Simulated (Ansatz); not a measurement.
# H3W: the cost of one run

Program: Ansatz 0.2.0, Gaussian basis. Level of theory: def2-QZVPP, core rule «outside noble gas», up to 4 orbitals frozen. These are calculated values, not measurements.

Plan: UHF; ROHF; CCSD(T) on UHF.

**1. The system**

The geometry is a PBE0/def2-TZVP stationary point (not a proven minimum) of the parent state, kept for this charge and spin. No spin-orbit coupling is included. Elements past krypton take def2 core potentials.

4 atoms, charge 1, spin multiplicity 7.

Atoms are counted from 1 here; the program's logs count them from 0.

Bond lengths: W1–H2 1.697 Å, W1–H3 1.809 Å, W1–H4 1.809 Å. Angles: H2–W1–H3 90.2°, H2–W1–H4 90.2°, H3–W1–H4 179.6°.

**2. UHF**

File in.yaml:

```yaml
crystal:
  periodic: [false, false, false]
  atoms:
    - {symbol: W, position_ang: [0.000000, -0.009090, 0.000000]}
    - {symbol: H, position_ang: [0.000000, 1.688316, 0.000000]}
    - {symbol: H, position_ang: [0.000000, -0.015207, 1.808801]}
    - {symbol: H, position_ang: [0.000000, -0.015207, -1.808801]}
basis:
  gaussian: {orbitals: "def2-QZVPP.json"}
total_charge: 1
magnetization: {spin_polarized: true, initial_magnetization: 6}
hamiltonian: {xc: hf}
output: {orbitals: {seedname: orbitals}}
```

Launch:

```bash
$ ansatz run in.yaml --threads 1 --pin off --events-out ev --progress --plain --max-ram 4096MiB --backend cpu
```

What time and memory should one allow on 1 thread of AMD EPYC 7R13, shared host?

About 6.5 s, with a peak of 0.33 GiB.
